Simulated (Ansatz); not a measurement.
# YSe: the cost of one run

Method: DFT PBEsol, scalar-relativistic, plane waves, PAW, in Ansatz 0.2.0.

### 1 Starting point

Symmetry: Fm-3m, No. 225, cubic system. Conventional cell: a = 5.750 Å, b = 5.750 Å, c = 5.750 Å, α = 90.00°, β = 90.00°, γ = 90.00°. Around Y (site symmetry m-3m) lie 6 Se at 2.88 Å. Se (site symmetry m-3m) has 6 Y at 2.88 Å in its first shell of neighbours.

As a file:

```cif
data_structure
_symmetry_space_group_name_H-M 'Fm-3m'
_symmetry_Int_Tables_number 225
_cell_length_a 5.7500
_cell_length_b 5.7500
_cell_length_c 5.7500
_cell_angle_alpha 90.000
_cell_angle_beta 90.000
_cell_angle_gamma 90.000
_cell_volume 190.11
loop_
_atom_site_label
_atom_site_type_symbol
_atom_site_symmetry_multiplicity
_atom_site_Wyckoff_symbol
_atom_site_fract_x
_atom_site_fract_y
_atom_site_fract_z
_atom_site_occupancy
Y1 Y 4 a 0.00000 0.00000 0.00000 1
Se1 Se 4 b 0.50000 0.00000 0.00000 1
```

The cell is taken as given, not relaxed at this level.

### 2 Zero of energy

Reference values: F = -9222.9932 eV; pressure -2.53 GPa; largest force 0.000 eV/Å; gap on the mesh none (metal). It was computed beforehand with the settings of the runs below.

### 3 The scan: a strain scan

The cell is strained by ε times the Voigt pattern (0, 1, 0, 0, 0, 0) (xx, yy, zz, yz, xz, xy; engineering shear), with fractional coordinates fixed (clamped ions). The stress on the pattern is the sum of the stress components weighted by it, tension positive.

### 4 ε = -0.0600

The input, input.yaml:

```yaml
crystal:
  lattice:
    - [0.0, 2.7025, 2.875]
    - [2.875, 0.0, 2.875]
    - [2.875, 2.7025, 0.0]
  atoms:
    - { symbol: "Y", position: [0.0, 0.0, 0.0] }
    - { symbol: Se, position: [0.5, 0.5, 0.5] }
basis:
  ecutwfc: 420
kpoints:
  mp_grid: { grid: [14, 14, 14] }
hamiltonian:
  xc: pbesol
scf:
  occupations: { method: gaussian, width: 0.15 }
output:
  forces: true
  stress: true
  eigenvalues: true
```

Started as:

```
$ ansatz run input.yaml --threads 1 --pin off --max-ram 2560MiB --backend cpu --events-out ev --progress --plain --runs-dir out
```

**Question.** How long does this run take on 1 thread of Arm Neoverse V2, shared host, and how much memory does it need?

About 7.8 s, with a peak of 0.43 GiB.
